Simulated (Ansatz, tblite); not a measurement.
# The cluster Te9Pb8−: rung by rung

One table from this session's results is given with a row withheld; the runs are named, their logs left out.

Method: as each input shows; program: Ansatz 0.2.0, Gaussian basis.

Plan: GFN1-xTB, GFN2-xTB, PBE-D4/def2-SVP, r2SCAN-D4/def2-SVP, ωB97X-V/def2-SVP, r2SCAN-D4/def2-mTZVP.

2 further runs of the same task are left out: 2 set aside as unsound or not needed.

## The relaxed structure

The geometry is that of the doublet, from an earlier relaxation (PBE-D4/def2-SVP). At that level it is the lowest of the isomers that a small search found.

17 atoms, charge -1, spin multiplicity 2.

Bond lengths: Pb1–Te10 3.046 Å, Pb1–Te12 3.055 Å, Pb1–Te16 3.034 Å, Pb2–Te11 3.407 Å, Pb2–Te12 3.137 Å, Pb2–Te13 3.156 Å, Pb2–Te15 3.346 Å, Pb2–Te16 3.179 Å, Pb3–Te9 2.979 Å, Pb3–Te11 3.112 Å, Pb3–Te17 3.033 Å, Pb4–Te9 3.106 Å, Pb4–Te11 3.106 Å, Pb4–Te15 2.990 Å, Pb5–Te10 3.027 Å, Pb5–Te12 3.033 Å, Pb5–Te15 3.093 Å, Pb6–Te9 3.292 Å and more. Angles: Te10–Pb1–Te12 90.2°, Te10–Pb1–Te16 96.2°, Te12–Pb1–Te16 92.9°, Te11–Pb2–Te12 154.5°, Te11–Pb2–Te13 85.3°, Te11–Pb2–Te15 86.0°, Te11–Pb2–Te16 89.5°, Te12–Pb2–Te13 120.2°, Te12–Pb2–Te15 89.8°, Te12–Pb2–Te16 88.7°, Te13–Pb2–Te15 95.4°, Te13–Pb2–Te16 97.1°, Te15–Pb2–Te16 166.3°, Te9–Pb3–Te11 84.7°, Te9–Pb3–Te17 94.7°, Te11–Pb3–Te17 88.5°, Te9–Pb4–Te11 82.7°, Te9–Pb4–Te15 95.1° and more.

Pb, Te take a core potential in the def2 sets. No spin-orbit coupling is included. The ion is computed in the gas phase, without counter-ions or solvent.

PBE0-D4/def2-SVP was run before; its log isn't repeated, and its numbers join the tables.

Set-up of the first run:

Tight binding, by tblite at 300 K electronic temperature and without a spin-polarisation term:

```python
tblite.interface.Calculator('GFN1-xTB', numbers, positions, charge=-1, uhf=1).singlepoint()
```

Tight binding, by tblite at 300 K electronic temperature and without a spin-polarisation term:

```python
tblite.interface.Calculator('GFN2-xTB', numbers, positions, charge=-1, uhf=1).singlepoint()
```

start.molden holds the orbitals of an earlier run on this state, given as this run's starting guess.

File in.yaml:

```yaml
crystal:
  periodic: [false, false, false]
  atoms:
    - {symbol: Pb, position_ang: [-0.290284, 2.281548, 4.120467]}
    - {symbol: Pb, position_ang: [-0.406944, -0.459606, 1.643458]}
    - {symbol: Pb, position_ang: [0.869963, 0.100738, -4.389007]}
    - {symbol: Pb, position_ang: [-2.390311, 1.234498, -1.597993]}
    - {symbol: Pb, position_ang: [-3.784780, 0.991398, 2.378548]}
    - {symbol: Pb, position_ang: [-0.822648, -2.420772, -1.833820]}
    - {symbol: Pb, position_ang: [2.570515, 2.413534, 0.553340]}
    - {symbol: Pb, position_ang: [2.834487, -1.568481, -0.967467]}
    - {symbol: Te, position_ang: [-2.048201, -0.460358, -4.177888]}
    - {symbol: Te, position_ang: [-1.571757, 2.815492, 1.409428]}
    - {symbol: Te, position_ang: [0.668381, 0.754634, -1.352898]}
    - {symbol: Te, position_ang: [-1.913042, -0.292793, 4.389988]}
    - {symbol: Te, position_ang: [0.957366, -3.159447, 0.743359]}
    - {symbol: Te, position_ang: [4.783560, 0.710939, -0.420684]}
    - {symbol: Te, position_ang: [-3.317029, -1.046157, 0.098680]}
    - {symbol: Te, position_ang: [2.142367, 0.819652, 3.048260]}
    - {symbol: Te, position_ang: [1.718368, -2.714819, -3.645761]}
basis:
  gaussian: {orbitals: def2-SVP, fitting: {mean_field: def2-universal-jkfit}, initial_orbitals: start.molden}
total_charge: -1
magnetization: {spin_polarized: true, initial_magnetization: 1}
hamiltonian: {xc: pbe, dispersion: d4}
scf: {omitted_lower_state_checks: [starts]}
output: {forces: true, orbitals: {seedname: orbitals}}
```

Started as:

```sh
> ansatz run in.yaml --threads 2 --pin off --events-out ev --progress --plain --max-ram 32768MiB --backend cuda --devices 0, --max-vram 18GiB
```

Among the steps run: PBE-D4/def2-SVP; r2SCAN-D4/def2-SVP; ωB97X-V/def2-SVP; r2SCAN-D4/def2-mTZVP.

One of the session's tables, all rows but one given; the rest of the session is left out.

It belongs to the step «Levels side by side». 

| level | HOMO (eV) | LUMO (eV) | gap (eV) |
| --- | --- | --- | --- |
| PBE-D4/def2-SVP | -2.07 | -1.80 | 0.27 |
| r2SCAN-D4/def2-SVP | ? | ? | ? |
| r2SCAN-D4/def2-mTZVP | -2.40 | -1.92 | 0.48 |
| PBE0-D4/def2-SVP | -2.87 | -1.44 | 1.43 |
| ωB97X-V/def2-SVP | -4.54 | 0.02 | 4.56 |

**Question.** Estimate the row for r2SCAN-D4/def2-SVP.

**Answer.** HOMO (eV): -2.35; LUMO (eV): -1.86; gap (eV): 0.48. In the column «HOMO (eV)» it lies between r2SCAN-D4/def2-mTZVP (-2.40) and PBE-D4/def2-SVP (-2.07).
